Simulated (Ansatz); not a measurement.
# SnO2: the cost of one run

Program: Ansatz 0.2.0, driven from Python. Level of theory: DFT r2SCAN, plane waves, PAW. These are calculated values, not measurements.

### Step 1. The structure

It takes space group P6_3/mmc (No. 194, hexagonal). The conventional cell has a = 3.231 Å, b = 3.231 Å, c = 10.791 Å, α = 90.00°, β = 90.00°, γ = 120.00°. Around Sn (site symmetry -3m) lie 6 O at 2.12 Å. O (site symmetry 3m) has 3 Sn at 2.12 Å as nearest neighbours.

No structure file is read: the coordinates are typed or built in the script.

### Step 2. The code

File kconv.py:

```python
import logging
import sys

import ansatz as az
import matplotlib.pyplot as plt

logging.basicConfig(stream=sys.stdout, format="[%(levelname)s] %(message)s")
logger = logging.getLogger("ansatz_job")
logger.setLevel(logging.INFO)


def main() -> None:
    lattice = az.Lattice.of(
        [3.230576, 0.0, 0.0],
        [-1.615288, 2.797761, 0.0],
        [0.0, 0.0, 10.790562],
    )
    sites = [
        ("Sn", [0.0, 0.0, 0.5]),
        ("Sn", [0.0, 0.0, 0.0]),
        ("O", [2 / 3, 1 / 3, 0.405862]),
        ("O", [2 / 3, 1 / 3, 0.094138]),
        ("O", [1 / 3, 2 / 3, 0.594138]),
        ("O", [1 / 3, 2 / 3, 0.905862]),
    ]
    xtal = az.Crystal(lattice=lattice)
    for symbol, position in sites:
        xtal = xtal.atom(symbol, position)

    model = (
        xtal.calculation()
        .functional("r2SCAN")
        .pseudopotentials("paw")
        .basis(530)
        .occupations(az.OccupationsMethod.FIXED)
        .scf(tolerance=1e-10)
        .forces()
        .stress()
    )

    rows = []
    for value in [(3, 3, 1), (6, 6, 1), (6, 6, 2), (12, 12, 2), (12, 12, 4)]:
        summary = model.kpoints(mesh=value).run(threads=1).report
        rows.append((value, summary["free_energy_ev"] / len(summary["lattice"]["sites"]), summary["n_iterations"], sum(summary["stress_gpa"][i][i] for i in range(3)) / 3, max(abs(f) for row in summary["forces_ev_ang"] for f in row), summary["n_kpoints"]))

    logger.info("        mesh   F/atom (eV)    iterations       P (GPa)  max component (eV/A)      k-points")
    for row in rows:
        logger.info(f"{str(row[0]):>12s}  {row[1]:12.5f}  {row[2]:12d}  {row[3]:12.3f}  {row[4]:20.4f}  {row[5]:12d}")

    for row in rows[:-1]:
        shift = 1000 * (row[1] - rows[-1][1])
        logger.info(f"{row[0]}: {shift:+.2f} meV/atom" + ("  (within 5 meV)" if abs(shift) < 5 else ""))
    plt.figure(figsize=(4.5, 3))
    plt.plot([str(row[0]) for row in rows], [1000 * (row[1] - rows[-1][1]) for row in rows], "o-")
    plt.xlabel("mesh")
    plt.ylabel("F - F(last) (meV/atom)")
    plt.tight_layout()
    plt.savefig("kconv.png", dpi=100)


if __name__ == "__main__":
    main()
```

### Step 3. The calls as engine input

The engine receives this input (first run):

```yaml
crystal:
  lattice:
    - [3.230576, 0.0, 0.0]
    - [-1.615288, 2.797761, 0.0]
    - [0.0, 0.0, 10.790562]
  atoms:
    - { symbol: Sn, position: [0.0, 0.0, 0.5] }
    - { symbol: Sn, position: [0.0, 0.0, 0.0] }
    - { symbol: O, position: [0.6666666666666666, 0.3333333333333333, 0.405862] }
    - { symbol: O, position: [0.6666666666666666, 0.3333333333333333, 0.094138] }
    - { symbol: O, position: [0.3333333333333333, 0.6666666666666666, 0.594138] }
    - { symbol: O, position: [0.3333333333333333, 0.6666666666666666, 0.905862] }
basis:
  ecutwfc: 530.0
kpoints:
  mp_grid:
    grid: [3, 3, 1]
hamiltonian:
  xc: r2scan
  pseudopotentials:
    kind: paw
scf:
  convergence:
    dr2_threshold: 1.0e-10
  occupations:
    method: fixed
output:
  forces: true
  stress: true
```

### Step 4. Running it

Started as:

```sh
$ python kconv.py
```

Q: Estimate wall time and peak memory on 1 thread of Arm Neoverse V1, shared host.

About 96 s, with a peak of 0.8 GiB.
